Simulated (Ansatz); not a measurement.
# FIr: the cost of one run

Computed with Ansatz 0.2.0 (the levels named in each step, unless a step's input says otherwise).

**1. Starting point**

Bond lengths: F1–Ir2 1.910 Å.

Coordinates:

```xyz
2

F     0.0000    0.0000    0.0000
Ir    0.0000    0.0000    1.9104
```

**2. A rough first relaxation, PBE-D4/def2-SVP**

This run stands in another session on the same molecule. It ended at:

```xyz
2

F     0.0000    0.0000    0.0295
Ir    0.0000    0.0000    1.8809
```

**3. Relaxation, PBE0-D4/def2-TZVPP**

This run stands in another session on the same molecule. It ended at:

```xyz
2

F     0.0000    0.0000    0.0355
Ir    0.0000    0.0000    1.8749
```

**4. Bond length 1.6187 Å, PBE0-D4/def2-QZVPP**

File input.yaml:

```yaml
crystal:
  periodic: [false, false, false]
  atoms:
    - { symbol: F, position_ang: [0.0, 0.0, 0.0] }
    - { symbol: Ir, position_ang: [0.0, 0.0, 1.6187] }
magnetization:
  spin_polarized: true
  initial_magnetization: 2
basis:
  gaussian: { orbitals: def2-QZVPP.json }
hamiltonian:
  xc: pbe0
  dispersion: d4
```

Run with:

```console
> ansatz run input.yaml --threads 2 --pin off --max-ram 5120MiB --backend cpu --events-out ev --progress --plain --runs-dir out
```

**Question.** How long does this run take on 2 threads of Arm Neoverse N1, shared host, and how much memory does it need?

About 19 s, with a peak of 0.34 GiB.
